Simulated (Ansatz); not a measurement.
# Sc: response to strain

Aim: deform Sc (zz strain of -1 %) and compute stress, forces and field gradients with LAPW, PAW and all-electron datasets made for the crystal.

Program: Ansatz 0.2.0. Level of theory: DFT PBEsol, scalar-relativistic. These are calculated values, not measurements.

### Step 1. The starting structure

The structure is cubic, space group Fm-3m (No. 225). The conventional cell has a = 4.541 Å, b = 4.541 Å, c = 4.541 Å, α = 90.00°, β = 90.00°, γ = 90.00°. Sc (site symmetry m-3m) is surrounded by 12 Sc at 3.21 Å.

Structure file:

```cif
data_structure
_symmetry_space_group_name_H-M 'Fm-3m'
_symmetry_Int_Tables_number 225
_cell_length_a 4.5410
_cell_length_b 4.5410
_cell_length_c 4.5410
_cell_angle_alpha 90.000
_cell_angle_beta 90.000
_cell_angle_gamma 90.000
_cell_volume 93.64
loop_
_atom_site_label
_atom_site_type_symbol
_atom_site_symmetry_multiplicity
_atom_site_Wyckoff_symbol
_atom_site_fract_x
_atom_site_fract_y
_atom_site_fract_z
_atom_site_occupancy
Sc1 Sc 4 a 0.00000 0.00000 0.00000 1
```

The file gives the conventional cell by its symmetry; the runs use the cell typed in the input.

### Step 2. The deformed structure

Space group Fm-3m before, I4/mmm after.

### Step 3. Full-potential LAPW

Input file input.yaml:

```yaml
crystal:
  lattice:
    - [0.0, 2.2705, 2.247795]
    - [2.2705, 0.0, 2.247795]
    - [2.2705, 2.2705, 0.0]
  atoms:
    - { symbol: Sc, position: [0.0, 0.0, 0.0] }
kpoints:
  mp_grid: { grid: [12, 12, 12] }
  band_path:
    path:
      - [0.0, 0.0, 0.0]
      - [0.0, 0.5, 0.5]
      - [0.25, 0.75, 0.5]
      - [0.0, 0.5, 0.0]
      - [0.0, 0.0, 0.0]
      - [0.5, 0.5, 0.0]
      - [0.3775380063, 0.6224619937, 0.0]
      - [-0.3775380063, 0.3775380063, 0.0]
      - [0.0, 0.0, 0.0]
    npoints: 5
scf:
  occupations: { method: fermi_dirac, width: 0.03 }
hamiltonian:
  xc: pbesol
  pseudopotentials: { kind: all_electron, lapw: { basis_error: 0.00025 } }
output:
  forces: true
  stress: true
  eigenvalues: true
```

The run is started by

```sh
$ ansatz run input.yaml --threads 1 --pin off --max-ram 3072MiB --backend cpu --events-out ev --progress --plain --runs-dir out
```

### Step 4. Frozen-core PAW

Input file input.yaml:

```yaml
crystal:
  lattice:
    - [0.0, 2.2705, 2.247795]
    - [2.2705, 0.0, 2.247795]
    - [2.2705, 2.2705, 0.0]
  atoms:
    - { symbol: Sc, position: [0.0, 0.0, 0.0] }
kpoints:
  mp_grid: { grid: [12, 12, 12] }
scf:
  occupations: { method: fermi_dirac, width: 0.03 }
hamiltonian:
  xc: pbesol
  pseudopotentials: { kind: paw }
output:
  forces: true
  stress: true
  eigenvalues: true
  efg: { contact_densities: true }
  write_density: true
  write_potential: true
  elf: true
  volumetric_format: npy
```

### Step 5. All-electron PAW on datasets made for the crystal

Changes to input.yaml since step 4:

```diff
@@ -13,3 +13,3 @@
   xc: pbesol
-  pseudopotentials: { kind: paw }
+  pseudopotentials: { kind: all_electron, datasets: crystal }
 output:
@@ -19,5 +19 @@
   efg: { contact_densities: true }
-  write_density: true
-  write_potential: true
-  elf: true
-  volumetric_format: npy
```

(Steps that only read results are left out.)

Before running it: what results should come out? Wanted: pressure; largest shear or deviatoric stress.

The runs gave:

| quantity | value |
| --- | --- |
| pressure | LAPW 1.04, PAW 1.04, crystal datasets 1.04 GPa |
| largest shear or deviatoric stress (LAPW) | 0.22 GPa |

**Reading.** The largest part of the stress beyond the pressure is 0.22 GPa in size, in the zz component. No run of the undeformed cell stands beside it, so the pressure holds what the given cell had before the change. PAW: stress within 0.01 GPa of LAPW. Crystal datasets: stress within 0.01 GPa of LAPW.
